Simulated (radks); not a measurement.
# Sc³⁺ in [Ar]: an all-electron calculation

An exercise on one series of results from a longer session: the logs are not shown, and one member is left open.

Program: radks (a radial shooting solver on a logarithmic mesh, Libxc functionals) version 1. Level of theory: scalar-relativistic Kohn-Sham, SCAN, spin-unpolarised, spherical densities, finite nucleus. These are calculated values, not measurements, unless marked.

### What is computed

```
element            : scandium (Z = 21)
charge             : +3
electrons          : 18
configuration      : [Ar]
nuclear rms radius : 3.5459 fm
```

The outer shells:

Sc³⁺
```
[Ne] core
3s [↑↓]
3p [↑↓][↑↓][↑↓]
```

Set-up of the first run:

The run's settings:

```text
Z 21
configuration [Ar] 4s0 3d0 4p0 4f0
relativity scalar-relativistic
functional scan,scan
spin unpolarised
nucleus finite rms 3.5459 fm
c 137.035999084
```

One of the session's tables, all rows but one given; the rest of the session is left out.

It belongs to the step «Shells». From the orbitals of this run (lengths in bohr):

| level | <r> | outermost maximum (interpolated) | 90 % within | nodes |
| --- | --- | --- | --- | --- |
| 1s | 0.07307 | 0.0478 | 0.130 | 0 |
| 2s | 0.3423 | 0.283 | 0.532 | 1 |
| 2p | ? | ? | ? | ? |
| 3s | 1.057 | 0.920 | 1.57 | 2 |
| 3p | 1.129 | 0.958 | 1.72 | 1 |
| 3d | 1.339 | 1.01 | 2.19 | 0 |
| 4s | 2.815 | 2.56 | 4.10 | 3 |

Q: Estimate the row for 2p from the others.

**Answer.** <r>: 0.3072; outermost maximum (interpolated): 0.232; 90 % within: 0.505; nodes: 0. In the column «<r>» it lies between 1s (0.07307) and 2s (0.3423).
